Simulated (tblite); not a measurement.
# C2H7BO2Si: the cost of one run

Computed with tblite 0.8.0 and PySCF 2.14.0, with density-fitted response routines of our own, on a single molecule in the gas phase. Atoms count from 0, in the outputs and in this text.

### Step 1. Starting geometry

13 atoms, charge 0, multiplicity 1; geometry from: force field or distance geometry start.

Bonds of the start (Å): C0–C1 1.33, C1–O2 1.38, O2–B3 1.50, B3–Si4 1.94, Si4–O5 1.72, C0–H6 1.08, C0–H7 1.09, C1–H8 1.09, B3–H9 1.19, Si4–H10 1.47, Si4–H11 1.45, O5–H12 0.98.

### Step 2. Optimising the geometry with GFN2-xTB

Job settings and geometry (Å):

```
{"job": {"kind": "relax", "xc": "GFN2-xTB", "basis": "xTB"}, "charge": 0, "multiplicity": 1}
C      1.682700    -0.222300     1.657400
C      0.873900    -1.121200     1.103700
O      0.820400    -1.252000    -0.267800
B     -0.466600    -1.065000    -1.014600
Si    -1.337400     0.644100    -0.732300
O     -0.727800     1.682900    -1.954500
H      2.257300     0.411300     0.994400
H      1.758000    -0.090900     2.741800
H      0.261300    -1.804000     1.693300
H     -0.426300    -1.430600    -2.147000
H     -2.795000     0.481300    -0.815800
H     -0.900100     1.151500     0.555300
H     -1.004600     2.615400    -1.831600
```

The run is started by

```
$ OMP_NUM_THREADS=1 python probes_run.py task.json out
```

This one command runs all jobs of the session in turn.

Q: Estimate the wall time and peak memory of this first job on 1 thread of Intel Xeon at 2.50GHz, shared host.

About 1.1 s, with a peak of 0.18 GiB.
